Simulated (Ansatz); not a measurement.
**In3Se under changes of volume**

One of the cells (27.713 Å³/atom); the others are scaled copies at fixed shape and fractional positions:

```
In Se
1.0
     4.80376    0.00000    0.00000
     0.00000    4.80376    0.00000
     0.00000    0.00000    4.80376
In Se
3 1
Direct
  0.50000 0.50000 0.00000
  0.50000 0.00000 0.50000
  0.00000 0.50000 0.50000
  0.00000 0.00000 0.00000
```

The cell comes from a database or a generator and needn't be the stable form of this composition.

| Item | Value |
| --- | --- |
| Program | Ansatz 0.2.0 |
| Functional | PBE |
| Potentials or basis | Ansatz PAW |
| Cutoff | 420 eV (not typed: the program's choice for these potentials) |
| k mesh | 6 × 6 × 6 |
| Occupations | fermi-dirac, width 0.05 eV |
| Spin | no spin polarisation |

```csv
volume (Å³/atom),energy over the lowest point (meV/atom),pressure (GPa)
26.050,8.28,2.1
26.604,?,?
27.159,0.16,0.4
27.713,0.00,-0.3
28.267,2.02,-0.9
28.822,6.00,-1.4
29.376,11.75,-1.9
```

Q: What does the run at 26.604 Å³/atom give?

A: Energy over the lowest point 2.80 meV/atom; pressure 1.2 GPa.

Worked out: A Birch-Murnaghan fit of order 3 (a polynomial in V^(-2/3)) to the other rows has its minimum at 27.48 Å³/atom with B0 = V·E''(V) = 33 GPa and B' = 4.8. It gives 2.83 meV/atom at 26.604 Å³/atom, against the run's 2.80, and -dE/dV = 1.2 GPa, against 1.2.

Energies are extrapolated to zero smearing.
